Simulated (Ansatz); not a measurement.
# Al2BP3: the cost of one run

Program: Ansatz 0.2.0. Level of theory: DFT PBE, scalar-relativistic, plane waves, PAW. These are calculated values, not measurements.

## Step 1: Starting point

Symmetry: P-3m1, No. 164, trigonal system. The conventional cell has a = 4.331 Å, b = 4.331 Å, c = 6.827 Å, α = 90.00°, β = 90.00°, γ = 120.00°. Al (site symmetry 3m) is surrounded by 7 P at 2.60 to 3.03 Å and 3 B at 3.02 Å. B (site symmetry -3m) has 6 Al at 3.02 Å as nearest neighbours. P (site symmetry -3m) is surrounded by 6 P at 2.70 Å and 6 Al at 3.03 Å. P (site symmetry 3m) has 4 Al at 2.60 to 2.74 Å as nearest neighbours.

Coordinates:

```
CELL_PARAMETERS angstrom
4.33124 0.00000 0.00000
-2.16562 3.75096 0.00000
0.00000 0.00000 6.82745
ATOMIC_POSITIONS crystal
Al 0.66667 0.33333 0.24834
Al 0.33333 0.66667 0.75166
B 0.00000 0.00000 0.00000
P 0.00000 0.00000 0.50000
P 0.66667 0.33333 0.64932
P 0.33333 0.66667 0.35068
```

The cell is invented: species swapped into a database cell of Li3GdBi2 (P-3m1, No. 164), with P on the Li sites, B on the Gd sites and Al on the Bi sites. Its size is a rough estimate.

## Step 2: The guess as it stands, on a coarse mesh

input.yaml reads:

```yaml
crystal:
  lattice:
    - [4.33123521, 0.0, 0.0]
    - [-2.1656176, 3.75095972, 0.0]
    - [0.0, 0.0, 6.82744823]
  atoms:
    - { symbol: Al, position: [0.66666667, 0.33333333, 0.24834116] }
    - { symbol: Al, position: [0.33333333, 0.66666667, 0.75165884] }
    - { symbol: B, position: [0.0, 0.0, 0.0] }
    - { symbol: P, position: [0.0, 0.0, 0.5] }
    - { symbol: P, position: [0.66666667, 0.33333333, 0.64931577] }
    - { symbol: P, position: [0.33333333, 0.66666667, 0.35068423] }
basis:
  ecutwfc: 420
kpoints:
  mp_grid: { grid: [6, 6, 4] }
hamiltonian:
  xc: pbe
scf:
  occupations: { method: gaussian, width: 0.1 }
  lower_state_search: "off"
output:
  forces: true
  stress: true
  eigenvalues: true
```

Launch:

```console
ansatz run input.yaml --threads 1 --pin off --max-ram 2560MiB --backend cpu --events-out ev --progress --plain --runs-dir out
```

Q: Estimate wall time and peak memory on 1 thread of Intel Xeon at 2.50GHz (Skylake/Cascade Lake), shared host.

About 7.8 s, with a peak of 0.38 GiB.
